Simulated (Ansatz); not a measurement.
**C4H3F5: basis-set convergence**

One table from this session's results is given with a row withheld; the runs are named, their logs left out.

Method: one geometry, several basis sets; program: Ansatz 0.2.0, Gaussian basis.

Plan: PBE0-D4/def2-SVP; ωB97M-V/def2-SVP; PBE0-D4/def2-QZVPP; ωB97M-V/def2-QZVPP; the functionals' def2-TZVPP values are taken from earlier runs.

## Structure used throughout

All runs share one geometry, relaxed beforehand with PBE0-D4 in a triple-zeta def2 set.

SMILES `F[C@@H]1[C@@H](F)C(F)(F)[C@H]1F`, 12 atoms, charge 0, spin multiplicity 1.

Atoms are counted from 1 here; the program's logs count them from 0.

Bond lengths: F1–C2 1.360 Å, C2–C3 1.529 Å, C2–C8 1.529 Å, C2–H10 1.094 Å, C3–F4 1.354 Å, C3–C5 1.539 Å, C3–H11 1.094 Å, C5–F6 1.341 Å, C5–F7 1.341 Å, C5–C8 1.539 Å, C8–F9 1.354 Å, C8–H12 1.094 Å. Angles: F1–C2–C3 117.3°, F1–C2–C8 117.3°, F1–C2–H10 110.1°, C3–C2–C8 89.0°, C3–C2–H10 110.9°, C8–C2–H10 110.9°, C2–C3–F4 117.6°, C2–C3–C5 87.5°, C2–C3–H11 111.8°, F4–C3–C5 117.4°, F4–C3–H11 110.2°, C5–C3–H11 110.7°, C3–C5–F6 112.2°, C3–C5–F7 117.3°, C3–C5–C8 88.3°, F6–C5–F7 108.6°, F6–C5–C8 112.2°, F7–C5–C8 117.3° and more.

Set-up of the first run:

The input, in.yaml:

```yaml
crystal:
  periodic: [false, false, false]
  atoms:
    - {symbol: F, position_ang: [-0.482444, -1.982131, -1.016065]}
    - {symbol: C, position_ang: [-0.298343, -0.652470, -0.796410]}
    - {symbol: C, position_ang: [-0.992671, -0.040959, 0.420904]}
    - {symbol: F, position_ang: [-2.157110, 0.616969, 0.212691]}
    - {symbol: C, position_ang: [0.272344, 0.809620, 0.630358]}
    - {symbol: F, position_ang: [0.187305, 2.001669, 0.022358]}
    - {symbol: F, position_ang: [0.681418, 1.001755, 1.893103]}
    - {symbol: C, position_ang: [1.046634, -0.218654, -0.212695]}
    - {symbol: F, position_ang: [1.978132, 0.256630, -1.072089]}
    - {symbol: H, position_ang: [-0.530701, -0.086002, -1.703129]}
    - {symbol: H, position_ang: [-1.109134, -0.767938, 1.229908]}
    - {symbol: H, position_ang: [1.481670, -0.993690, 0.424966]}
basis:
  gaussian: {orbitals: def2-SVP}
hamiltonian: {xc: pbe0, dispersion: d4}
output: {orbitals: {seedname: orbitals}}
```

The run is started by

```
$ ansatz run in.yaml --threads 2 --pin off --events-out ev --progress --plain --max-ram 32768MiB --backend cpu
```

Steps of the session up to this table: PBE0-D4 in def2-SVP; ωB97M-V in def2-SVP; PBE0-D4 in def2-QZVPP; ωB97M-V in def2-QZVPP.

One table of the session follows, with a row left open; its other results are not shown here.

It belongs to the step «Functionals by basis». 

```
functional       basis  HOMO (eV)  LUMO (eV)
   PBE0-D4    def2-SVP      -9.12       0.39
   PBE0-D4  def2-TZVPP      -9.29       0.03
   PBE0-D4  def2-QZVPP      -9.35      -0.12
   ωB97M-V    def2-SVP     -11.44       2.52
   ωB97M-V  def2-TZVPP     -11.65       2.04
   ωB97M-V  def2-QZVPP          ?          ?
```

**Question.** Estimate the row for ωB97M-V, def2-QZVPP.

As computed: HOMO (eV): -11.72; LUMO (eV): 1.60. In the column «HOMO (eV)» it is the lowest.
